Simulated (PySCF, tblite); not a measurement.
**isopropyl methanesulfonate (C4H10O3S): a rotation path, then NMR shifts on frames, part 1 of 2**

How do NMR shifts of isopropyl methanesulfonate (C4H10O3S) (`CC(C)OS(C)(=O)=O`) change as the atoms move?

The runs use tblite 0.8.0 and PySCF 2.14.0, with density-fitted response routines of our own; the level of theory stands in each step. All values are computed, except where a source is named. Atoms count from 0, in the outputs and in this text.

## (1) The molecule as given

18 atoms, charge 0, multiplicity 1; geometry from: GFN2-xTB.

Bonds of the start (Å): C0–C1 1.52, C1–C2 1.52, C1–O3 1.43, O3–S4 1.61, S4–C5 1.79, S4–O6 1.43, S4–O7 1.43, C0–H8 1.09, C0–H9 1.09, C0–H10 1.09, C1–H11 1.10, C2–H12 1.09, C2–H13 1.09, C2–H14 1.09, C5–H15 1.08, C5–H16 1.08, C5–H17 1.08.

## (2) The rotation path with GFN2-xTB

What the job is given:

```
{"job": {"kind": "neb", "xc": "GFN2-xTB", "basis": "xTB", "atoms": [0, 1, 3, 4], "turn": 120}, "charge": 0, "multiplicity": 1}
C     -1.694574    -0.387012     1.586131
C     -0.958808     0.279826     0.430715
C     -1.742398     0.218381    -0.874663
O      0.300315    -0.386323     0.260456
S      1.488732     0.597005    -0.185191
C      2.766115    -0.647540    -0.381973
O      1.804861     1.477445     0.895948
O      1.177508     1.196871    -1.446222
H     -1.100139    -0.323544     2.493120
H     -1.872169    -1.434267     1.355677
H     -2.646440     0.110526     1.748561
H     -0.737345     1.325025     0.682529
H     -1.161991     0.683641    -1.667004
H     -2.688254     0.742136    -0.766604
H     -1.935910    -0.818781    -1.139063
H      2.495806    -1.253434    -1.234756
H      2.785764    -1.228909     0.528298
H      3.710168    -0.144728    -0.544269
```

With the program's defaults for keys left out, this is: GFN2-xTB climbing-image nudged elastic band, gas phase.

Started as:

```bash
$ OMP_NUM_THREADS=1 python probes_run.py task.json out
```

One launch serves the whole session: the jobs run in the order shown.

The program printed:

```text
image   E - E0 / eV
  0       0.0000
  1       0.0069
  2       0.0144
  3       0.0150
  4       0.0082
  5      -0.0008
  6      -0.0039
  7      -0.0017
  8      -0.0142
```

Run time: 4.3 s. Hardware: 1 thread of Intel Xeon Platinum 8488C, shared host; peak memory 0.18 GiB.

The final band, with the dihedral C0–C1–O3–S4:

```tsv
image	dihedral (°)	energy (eV)	energy (kcal/mol)
0	-145	0.000	0.0
1	-134	0.007	0.2
2	-124	0.014	0.3
3	-115	0.015	0.3
4	-105	0.008	0.2
5	-95	-0.001	0.0
6	-87	-0.004	-0.1
7	-77	-0.002	0.0
8	-70	-0.014	-0.3
```

## (3) NMR shieldings: image 0, PBE0/pcSseg-1

What the job is given:

```
{"job": {"kind": "nmr", "xc": "PBE0", "basis": "pcSseg-1", "pop": false}, "charge": 0, "multiplicity": 1}
C     -1.694600    -0.387000     1.586100
C     -0.958800     0.279800     0.430700
C     -1.742400     0.218400    -0.874700
O      0.300300    -0.386300     0.260500
S      1.488700     0.597000    -0.185200
C      2.766100    -0.647500    -0.382000
O      1.804900     1.477400     0.895900
O      1.177500     1.196900    -1.446200
H     -1.100100    -0.323500     2.493100
H     -1.872200    -1.434300     1.355700
H     -2.646400     0.110500     1.748600
H     -0.737300     1.325000     0.682500
H     -1.162000     0.683600    -1.667000
H     -2.688300     0.742100    -0.766600
H     -1.935900    -0.818800    -1.139100
H      2.495800    -1.253400    -1.234800
H      2.785800    -1.228900     0.528300
H      3.710200    -0.144700    -0.544300
```

Method: GIAO PBE0/pcSseg-1 NMR shielding, non-relativistic, gas phase.

The program printed:

```text
coarse grid: 15432 points
cycle   1  E = -781.2758412704  dE =  1.766e+00  |g| = 1.214e+00  |ddm| = 3.859e+00
cycle   2  E = -780.8192019128  dE =  4.566e-01  |g| = 2.014e+00  |ddm| = 2.366e+00
cycle   3  E = -781.5290049317  dE = -7.098e-01  |g| = 2.483e-01  |ddm| = 1.637e+00
cycle   4  E = -781.5401393233  dE = -1.113e-02  |g| = 8.819e-02  |ddm| = 2.365e-01
cycle   5  E = -781.5413027519  dE = -1.163e-03  |g| = 2.939e-02  |ddm| = 6.649e-02
cycle   6  E = -781.5414825429  dE = -1.798e-04  |g| = 4.102e-03  |ddm| = 2.180e-02
cycle   7  E = -781.5414860151  dE = -3.472e-06  |g| = 1.209e-03  |ddm| = 4.547e-03
final grid: 143928 points
cycle   8  E = -781.6233971213  dE = -3.373e-05  |g| = 1.360e-02  |ddm| = 2.872e-02
cycle   9  E = -781.6233686093  dE =  2.851e-05  |g| = 1.818e-02  |ddm| = 2.221e-02
cycle  10  E = -781.6234336361  dE = -6.503e-05  |g| = 1.676e-03  |ddm| = 1.309e-02
cycle  11  E = -781.6234341366  dE = -5.005e-07  |g| = 2.200e-04  |ddm| = 1.329e-03
cycle  12  E = -781.6234341449  dE = -8.280e-09  |g| = 1.108e-04  |ddm| = 2.387e-04
cycle  13  E = -781.6234341467  dE = -1.853e-09  |g| = 4.462e-05  |ddm| = 1.033e-04
cycle  14  E = -781.6234341471  dE = -3.572e-10  |g| = 7.820e-06  |ddm| = 3.725e-05
converged SCF energy = -781.6234341471

GIAO shielding tensors (ppm)
atom      isotropic    diamagn.    paramagn.     s11        s22        s33       span
  0 C      161.885     248.006     -86.121    143.138    155.355    187.162     44.024
  1 C      118.980     246.999    -128.019     76.703    121.275    158.963     82.260
  2 C      160.986     249.849     -88.864    142.943    154.195    185.819     42.877
  3 O      119.759     410.440    -290.681     15.325     99.103    244.848    229.523
  4 S      182.657    1054.946    -872.289     40.287    154.014    353.669    313.382
  5 C      142.770     256.206    -113.436    117.638    120.979    189.692     72.054
  6 O      108.640     399.126    -290.486     66.234     88.625    171.060    104.826
  7 O      100.427     401.462    -301.035     70.719     79.743    150.819     80.100
  8 H       30.165      30.775      -0.610     25.533     28.453     36.509     10.975
  9 H       30.411      31.016      -0.605     27.204     28.653     35.375      8.171
 10 H       30.582      29.644       0.938     26.428     28.045     37.272     10.844
 11 H       26.855      34.125      -7.270     23.368     27.737     29.459      6.090
 12 H       29.202      32.251      -3.049     23.082     30.344     34.182     11.100
 13 H       30.770      30.767       0.003     26.615     28.060     37.634     11.019
 14 H       30.493      31.962      -1.469     27.807     28.413     35.259      7.452
 15 H       29.013      31.159      -2.146     25.541     27.535     33.962      8.421
 16 H       28.997      31.024      -2.027     25.489     27.556     33.947      8.458
 17 H       28.972      26.322       2.649     25.857     26.607     34.451      8.594
```

It took 36 s on 1 thread of Intel Xeon Platinum 8488C, shared host; peak memory 0.85 GiB.

Shifts follow as δ = σ(reference) − σ, with reference shieldings (ppm) from runs at the same level and on the same kind of geometry: ¹H TMS 31.72, ¹³C TMS 186.9, ¹⁷O H2O 336.1, ³³S CS2 504. The references are single molecules in the gas phase, so shifts against H2O, NH3, PH3, H3PO4 or CFCl3 are not on the usual liquid scales and can be off by tens of ppm. Each atom is listed at this fixed geometry, with no averaging over motion; a spectrum would average atoms that exchange fast.

```tsv
atoms	environment	σ (ppm)	δ (ppm)
C1	sp3 CH bonded to O	119.0	67.9
C5	methyl carbon bonded to S	142.8	44.2
C2	methyl carbon	161.0	25.9
C0	methyl carbon	161.9	25.0
H11	hydrogen on an sp3 CH bonded to O	26.85	4.86
H17	hydrogen on a methyl carbon bonded to S	28.97	2.75
H16	hydrogen on a methyl carbon bonded to S	29.00	2.72
H15	hydrogen on a methyl carbon bonded to S	29.01	2.70
H12	hydrogen on a methyl carbon	29.20	2.51
H8	hydrogen on a methyl carbon	30.16	1.55
H9	hydrogen on a methyl carbon	30.41	1.31
H14	hydrogen on a methyl carbon	30.49	1.22
H10	hydrogen on a methyl carbon	30.58	1.14
H13	hydrogen on a methyl carbon	30.77	0.95
O7	S=O oxygen	100.4	235.7
O6	S=O oxygen	108.6	227.4
O3	oxygen bonded to C, S	119.8	216.3
S4	sulfonyl sulfur	183	321
```

Orbitals, density, ELF and potential are computed afterwards from the orbital file.

Frontier orbitals at PBE0/pcSseg-1, with the share of their density that lies nearest to each atom:

```tsv
orbital	energy (eV)	lies on
HOMO	-8.27	O3, O6, O7 about 28 % each
LUMO	1.24	H15, H16, H17 about 11 % each; H10 9 %; H11, H13 about 6 % each
```

ELF in a plane through or near 8 of the atoms.

Ten even steps from '0' (0.00) to '9' (1.00):
```
0000000000000000000000000000
0000000000000000000000000000
0000000000000000000000000000
0000000000000001673000000000
0000000000000018998200000000
0000000220000008998211000000
0000002672002302896688300000
0000122672015711521999700000
0002897554227853874999700000
0006999659458582273365100000
0006999778337663371000000000
0000585213442116966862000000
0000000002652016429998000000
0000000015775079949999000000
0000000015763099966995000000
0000000002331089941330000000
0000000000000025300000000000
0000000000000000000000000000
0000000000000000000000000000
0000000000000000000000000000
```
The map spans 12.7 Å across and 9.5 Å up, centred on the molecule. Atoms in the plane (x, y in Å): C0 (1.9, 1.2), C1 (1.0, 0.1), C2 (1.5, -1.3), H8 (1.5, 2.1), H10 (2.9, 1.0), H12 (0.8, -2.1), H13 (2.5, -1.5), H17 (-3.8, 0.1).

On the surface of density 0.002 e/bohr³ the electrostatic potential runs, from the 1st to the 99th percentile, from -1.59 V near O6 to 1.29 V near H17.

## (4) NMR shieldings: image 1, PBE0/pcSseg-1

What the job is given:

```
{"job": {"kind": "nmr", "xc": "PBE0", "basis": "pcSseg-1", "pop": false}, "charge": 0, "multiplicity": 1}
C     -1.649600    -0.335400     1.586000
C     -0.966400     0.275000     0.368800
C     -1.800500     0.158600    -0.900800
O      0.285700    -0.397000     0.174000
S      1.507800     0.603100    -0.113600
C      2.766800    -0.644900    -0.389100
O      1.793400     1.357700     1.066700
O      1.254100     1.337800    -1.314700
H     -1.012000    -0.227500     2.459100
H     -1.835200    -1.392900     1.415800
H     -2.593400     0.169700     1.769900
H     -0.738800     1.331000     0.561300
H     -1.250100     0.586800    -1.734400
H     -2.737500     0.695000    -0.779000
H     -2.010900    -0.887000    -1.112600
H      2.513700    -1.151600    -1.309200
H      2.735900    -1.317200     0.456000
H      3.728300    -0.154800    -0.462500
```

Level: GIAO PBE0/pcSseg-1 NMR shielding, non-relativistic, gas phase.

The program printed:

```text
coarse grid: 15432 points
cycle   1  E = -781.2762923463  dE =  1.764e+00  |g| = 1.214e+00  |ddm| = 3.860e+00
cycle   2  E = -780.8196295016  dE =  4.567e-01  |g| = 2.014e+00  |ddm| = 2.383e+00
cycle   3  E = -781.5297734231  dE = -7.101e-01  |g| = 2.476e-01  |ddm| = 1.652e+00
cycle   4  E = -781.5408402997  dE = -1.107e-02  |g| = 8.806e-02  |ddm| = 2.350e-01
cycle   5  E = -781.5420013020  dE = -1.161e-03  |g| = 2.924e-02  |ddm| = 6.610e-02
cycle   6  E = -781.5421792997  dE = -1.780e-04  |g| = 4.096e-03  |ddm| = 2.166e-02
cycle   7  E = -781.5421827620  dE = -3.462e-06  |g| = 1.209e-03  |ddm| = 4.524e-03
final grid: 143928 points
cycle   8  E = -781.6237542446  dE = -3.396e-05  |g| = 1.385e-02  |ddm| = 2.909e-02
cycle   9  E = -781.6237249669  dE =  2.928e-05  |g| = 1.848e-02  |ddm| = 2.278e-02
cycle  10  E = -781.6237922194  dE = -6.725e-05  |g| = 1.732e-03  |ddm| = 1.340e-02
cycle  11  E = -781.6237927542  dE = -5.348e-07  |g| = 2.400e-04  |ddm| = 1.381e-03
cycle  12  E = -781.6237927631  dE = -8.901e-09  |g| = 1.305e-04  |ddm| = 2.538e-04
cycle  13  E = -781.6237927657  dE = -2.671e-09  |g| = 4.212e-05  |ddm| = 1.124e-04
cycle  14  E = -781.6237927661  dE = -3.288e-10  |g| = 7.648e-06  |ddm| = 3.694e-05
converged SCF energy = -781.6237927661

GIAO shielding tensors (ppm)
atom      isotropic    diamagn.    paramagn.     s11        s22        s33       span
  0 C      161.766     248.058     -86.292    142.899    155.503    186.895     43.996
  1 C      119.636     246.967    -127.330     76.953    123.502    158.454     81.500
  2 C      161.143     249.267     -88.124    142.786    154.502    186.142     43.356
  3 O      119.648     410.619    -290.971     14.113     99.305    245.525    231.412
  4 S      182.236    1055.070    -872.834     40.510    152.888    353.311    312.801
  5 C      142.977     256.266    -113.288    117.989    121.339    189.604     71.614
  6 O      108.025     399.354    -291.329     65.308     88.001    170.767    105.458
  7 O      103.821     401.170    -297.349     71.246     80.009    160.208     88.962
  8 H       30.121      30.972      -0.851     25.402     28.728     36.234     10.832
  9 H       30.407      31.053      -0.646     27.266     28.576     35.379      8.113
 10 H       30.604      29.766       0.838     26.441     27.997     37.374     10.933
 11 H       26.901      34.296      -7.395     23.523     27.629     29.553      6.030
 12 H       29.637      32.063      -2.427     24.120     30.003     34.787     10.668
 13 H       30.709      30.565       0.144     26.584     27.959     37.586     11.001
 14 H       30.459      31.706      -1.247     27.610     28.444     35.324      7.715
 15 H       29.024      31.144      -2.121     25.547     27.515     34.009      8.463
 16 H       28.985      31.175      -2.190     25.450     27.610     33.896      8.447
 17 H       28.984      26.338       2.647     25.869     26.585     34.499      8.631
```

Run time: 29 s. Hardware: 1 thread of Intel Xeon Platinum 8488C, shared host; peak memory 0.88 GiB.

Key values: δ C1 67.3, C5 43.9, C2 25.8, C0 25.2, H11 4.82, H17 2.73 ppm.

(Continued in part 2 of 2.)
